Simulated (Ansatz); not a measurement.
# SnSe2: a single-point run

The task is a single-point run on SnSe2. The structure is shown as the input types it.

Computed with Ansatz 0.2.0 (density functional or hybrid calculation with the settings of its input, plane waves (as first typed), unless a step's input says otherwise).

2 further runs of the same task are left out: 1 for a known fault of the program, 1 that didn't finish.

## 1. The structure to begin with

The structure is trigonal, space group P-3m1 (No. 164). The conventional cell has a = 3.825 Å, b = 3.825 Å, c = 6.227 Å, α = 90.00°, β = 90.00°, γ = 120.00°. Sn (site symmetry -3m) is surrounded by 6 Se at 2.71 Å. Around Se (site symmetry 3m) lie 3 Sn at 2.71 Å.

Structure file:

```
Sn Se
1.0
     3.82516    0.00000    0.00000
    -1.91258    3.31269    0.00000
     0.00000    0.00000    6.22706
Sn Se
1 2
Direct
  0.00000 0.00000 0.00000
  0.33333 0.66667 0.25308
  0.66667 0.33333 0.74692
```

## 2. Running it

input.yaml

```yaml
crystal:
  lattice:
    - [3.8251638404, 0.0, 0.0]
    - [-1.9125819202, 3.3126890594, 0.0]
    - [0.0, 0.0, 6.2270561301]
  atoms:
    - { symbol: Sn, position: [0.0, 0.0, 0.0] }
    - { symbol: Se, position: [0.3333333333, 0.6666666667, 0.2530760434] }
    - { symbol: Se, position: [0.6666666667, 0.3333333333, 0.7469239566] }
kpoints:
  mp_grid: { grid: [6, 6, 4] }
hamiltonian:
  xc: scan
scf:
  occupations: { method: fixed }
  n_extra_bands: 4
output:
  forces: true
  stress: true
  eigenvalues: true
```

Command:

```
$ ansatz run input.yaml --threads 4 --pin off --max-ram 3686MiB --backend cpu --events-out ev --progress --plain --runs-dir out
```

**Question.** How will this run end, and is anything wrong with its input?

Nothing was computed: the input was turned down at the start. The line that matters: «line 13 column 7: hamiltonian.xc: unknown variant `scan`, expected one of `lda`, `lda-pw`, `pw92`, `pbe`, `pbesol`, `rpbe`, `revpbe`, `blyp`, ...»

In the input, hamiltonian.xc is scan. The method's name matches nothing in the program's list.

What to do: set hamiltonian.xc to pbe. Any name on the list would pass the check; a listed functional of a like name need not be the same functional.
